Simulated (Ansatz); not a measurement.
# Cl2GeH4Si: up Jacob's ladder to CCSD(T)

One table from this session's results is given with a row withheld; the runs are named, their logs left out.

Program: Ansatz 0.2.0, Gaussian basis. Level of theory: functionals in def2-TZVPP, the program's frozen cores in correlated methods. These are calculated values, not measurements.

Levels to be run: LDA (SPW92), PBE-D4, revPBE-D4, BLYP-D4, r2SCAN-D4, B97M-V, PBE0-D4, B3LYP-D4, r2SCANh-D4, r2SCAN0-D4, HSE06-D4, BHLYP-D4, CAM-B3LYP-D4, LC-ωPBE, ωB97X-V, ωB97M-V, B2PLYP, PBE-QIDH; CCSD(T)/def2-SVP; CCSD(T)/def2-TZVPP; MP2/def2-QZVPP; extrapolation to the limit; RPA on PBE.

## The relaxed structure

The geometry comes from an earlier relaxation with PBE0-D4 in a triple-zeta def2 set; it is a stationary point, not always the lowest conformer.

8 atoms, charge 0, spin multiplicity 1.

Atoms are counted from 1 here; the program's logs count them from 0.

Bond lengths: Cl1–Si2 2.053 Å, Si2–Ge3 2.384 Å, Si2–H5 1.484 Å, Si2–H6 1.482 Å, Ge3–Cl4 2.162 Å, Ge3–H7 1.535 Å, Ge3–H8 1.538 Å. Angles: Cl1–Si2–Ge3 108.5°, Cl1–Si2–H5 108.5°, Cl1–Si2–H6 108.9°, Ge3–Si2–H5 110.7°, Ge3–Si2–H6 110.2°, H5–Si2–H6 110.0°, Si2–Ge3–Cl4 106.3°, Si2–Ge3–H7 113.3°, Si2–Ge3–H8 113.2°, Cl4–Ge3–H7 106.7°, Cl4–Ge3–H8 106.6°, H7–Ge3–H8 110.4°.

Geometry (Å):

```xyz
8
charge 0, multiplicity 1
Cl   -2.48073    0.76608    0.00959
Si   -0.72983    0.21876    0.93151
Ge    0.93628   -0.11012   -0.74094
Cl    0.25682   -1.76567   -1.95475
H    -0.33002    1.30237    1.86397
H    -0.95627   -1.03895    1.68167
H     1.09509    1.09169   -1.68334
H     2.30087   -0.52126   -0.16352
```

Set-up of the first run:

The input, in.yaml:

```yaml
crystal:
  periodic: [false, false, false]
  atoms:
    - {symbol: Cl, position_ang: [-2.480731, 0.766077, 0.009588]}
    - {symbol: Si, position_ang: [-0.729831, 0.218756, 0.931515]}
    - {symbol: Ge, position_ang: [0.936283, -0.110117, -0.740944]}
    - {symbol: Cl, position_ang: [0.256819, -1.765665, -1.954747]}
    - {symbol: H, position_ang: [-0.330021, 1.302373, 1.863975]}
    - {symbol: H, position_ang: [-0.956271, -1.038952, 1.681673]}
    - {symbol: H, position_ang: [1.095086, 1.091689, -1.683337]}
    - {symbol: H, position_ang: [2.300866, -0.521261, -0.163523]}
basis:
  gaussian: {orbitals: def2-TZVPP}
hamiltonian: {xc: lda}
output: {orbitals: {seedname: orbitals}}
```

Command:

```
$ ansatz run in.yaml --threads 4 --pin off --events-out ev --progress --plain --max-ram 10444MiB
```

Steps of the session up to this table: LDA; PBE-D4 (GGA); revPBE-D4 (GGA); BLYP-D4 (GGA); r2SCAN-D4 (meta-GGA); B97M-V (meta-GGA); PBE0-D4 (hybrid); B3LYP-D4 (hybrid); r2SCANh-D4 (hybrid); r2SCAN0-D4 (hybrid); HSE06-D4 (hybrid); BHLYP-D4 (hybrid); CAM-B3LYP-D4 (range-separated); LC-ωPBE (range-separated); ωB97X-V (range-separated); ωB97M-V (range-separated); B2PLYP (double hybrid); PBE-QIDH (double hybrid).

One table of the session follows, with a row left open; its other results are not shown here.

It belongs to the step «Orbital energies across the functionals». 

```
  functional  HOMO (eV)  gap (eV)
 LDA (SPW92)      -7.03      4.94
      PBE-D4      -6.93      5.10
   revPBE-D4      -6.89      5.17
     BLYP-D4      -6.79      5.11
   r2SCAN-D4      -7.24      5.65
      B97M-V      -7.37      5.73
     PBE0-D4      -8.13      7.15
    B3LYP-D4      -7.92      6.74
  r2SCANh-D4      -7.67      6.38
  r2SCAN0-D4      -8.33      7.48
    HSE06-D4      -7.74      6.38
    BHLYP-D4      -9.22      9.17
CAM-B3LYP-D4      -9.41      9.48
     LC-ωPBE     -10.72     11.93
     ωB97X-V          ?         ?
     ωB97M-V     -10.18     11.05
```

Estimate the missing values for ωB97X-V.

As computed: HOMO (eV): -10.39; gap (eV): 11.48. In the column «HOMO (eV)» it lies between LC-ωPBE (-10.72) and ωB97M-V (-10.18).
